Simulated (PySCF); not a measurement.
# TiH₅⁻: structure of the singlet

The task is one start of a wider search on TiH₅⁻: the singlet, from a square pyramidal start. It is relaxed, tested by its Hessian and followed downhill if it is a saddle.

Computed with PySCF 2.14.0. Level: PBE0, basis Ti def2-TZVPD, H def2-TZVPD, no relativity, density fitting.

**1. Where the work starts**

6 atoms, charge -1, spin multiplicity 1.

Bond lengths: Ti1–H2 1.680 Å, Ti1–H3 1.680 Å, Ti1–H4 1.680 Å, Ti1–H5 1.680 Å, Ti1–H6 1.680 Å. Angles: H2–Ti1–H3 102.0°, H2–Ti1–H4 102.0°, H2–Ti1–H5 102.0°, H2–Ti1–H6 102.0°, H3–Ti1–H4 87.5°, H3–Ti1–H5 156.0°, H3–Ti1–H6 87.5°, H4–Ti1–H5 87.5°, H4–Ti1–H6 156.0°, H5–Ti1–H6 87.5°.

Coordinates in bohr (charge -1 multiplicity 1):
```
Ti    0.0000    0.0000   -0.0102
H     0.0000    0.0000    3.1646
H     3.1054    0.0000   -0.6702
H     0.0000    3.1054   -0.6702
H    -3.1054    0.0000   -0.6702
H     0.0000   -3.1054   -0.6702
```

**2. Square pyramidal start, singlet: relaxation**

The steps below are one call of a driver around PySCF. For each, scf.py gives the equivalent set-up of the SCF; relaxations use the driver's own optimiser. Before each start the driver seeks the lowest SCF state from one or more starting densities and follows internal instabilities, so scf.py alone need not reach the same state.

The program finds C4v symmetry in the start, which this walk keeps.

The input, scf.py:

```python
from pyscf import gto, scf, dft
mol = gto.M(atom='''
Ti    -0.000000     0.000000    -0.005379
H      0.000000    -0.000000     1.674621
H      1.643300    -0.000000    -0.354679
H      0.000000     1.643300    -0.354679
H     -1.643300     0.000000    -0.354679
H     -0.000000    -1.643300    -0.354679''',
    basis={'Ti': 'def2-TZVPD', 'H': 'def2-TZVPD'},
    charge=-1, spin=0)
mf = dft.RKS(mol, xc='PBE0')
mf.grids.atom_grid = (50, 194)
aux = {'Ti': 'def2-universal-JKFIT', 'H': 'def2-universal-JKFIT'}
mf = mf.density_fit(auxbasis=aux)
mf.kernel()
```

The runs that follow: Hessian and properties.

**Question.** What will these runs give? Wanted: minimum; geometry; wavenumbers; dipole moment; highest occupied, lowest empty level; polar-tensor charge of Ti1; zero-point energy.

The runs gave:

| quantity | value |
| --- | --- |
| minimum | singlet, C4v |
| geometry | Ti–H 1.746 Å (×4), Ti–H 1.796 Å; H–Ti–H 80.5° (×4), H–Ti–H 114.0° (×4), H–Ti–H 132.0° (×2) |
| wavenumbers (cm⁻¹) | 307 (e), 463 (b1), 550 (e), 655 (a1), 741 (b2), 1486 (b1), 1487 (a1), 1530 (e), 1664 (a1) |
| dipole moment (centre of mass) | 1.59 D |
| highest occupied, lowest empty level | -2.36, 3.03 eV |
| polar-tensor charge of Ti1 | +1.15 e |
| zero-point energy | 67.4 kJ/mol |
| entropy at 298.15 K | 246.6 J/(mol K) |

In words: The square pyramidal start keeps its C4v symmetry and ends in a minimum. In the infrared the band at 1530 cm⁻¹ (e, stretch) leads. Other starts or spin states, not run here, may lie lower.
